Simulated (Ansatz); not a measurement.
# HPbNO4: equation of state with PBE

The system is HPbNO4.

```
CELL_PARAMETERS angstrom
4.92453 0.00000 0.00000
0.00000 5.59720 0.00000
0.00000 0.00000 7.24347
ATOMIC_POSITIONS crystal
H 0.00000 0.50000 0.19317
H 0.50000 0.00000 0.80683
Pb 0.50000 0.50000 0.95257
Pb 0.00000 0.00000 0.04743
N 0.00000 0.00000 0.63654
N 0.50000 0.50000 0.36346
O 0.00000 0.50000 0.05860
O 0.50000 0.00000 0.94140
O 0.00000 0.19569 0.72995
O 0.00000 0.80431 0.72995
O 0.00000 0.00000 0.46750
O 0.50000 0.69569 0.27005
O 0.50000 0.30431 0.27005
O 0.50000 0.50000 0.53250
```

The cell was built by a generator and needn't be a form met in nature.

```yaml
Program: Ansatz 0.2.0
Task: equation of state
Functional: PBE
Potentials_or_basis: Ansatz PAW
Cutoff: 420 eV
Density_cutoff: 1680 eV
k_mesh: 6 × 5 × 4
Occupations: fermi-dirac, width 0.05 eV
Spin: no spin polarisation
```

* Equilibrium volume: 14.26 Å³/atom
* Bulk modulus at fixed shape and positions: 94 GPa
* Pressure derivative of the bulk modulus: 4.3

Energy against volume, from the lowest point:
```csv
volume (Å³/atom),energy (meV/atom)
13.405,16.92
13.691,7.27
13.976,1.77
14.261,0.00
14.546,1.60
14.832,6.24
15.117,13.58
```

All runs of the series together: 31 s on 8 threads of Arm Neoverse V1 (shared host).

Caveat: the cell was scaled at fixed shape and fractional positions, which overstates the stiffness of a crystal with free parameters, most of all of layers and chains. The run has no spin-orbit coupling, so splittings on Pb are missing.
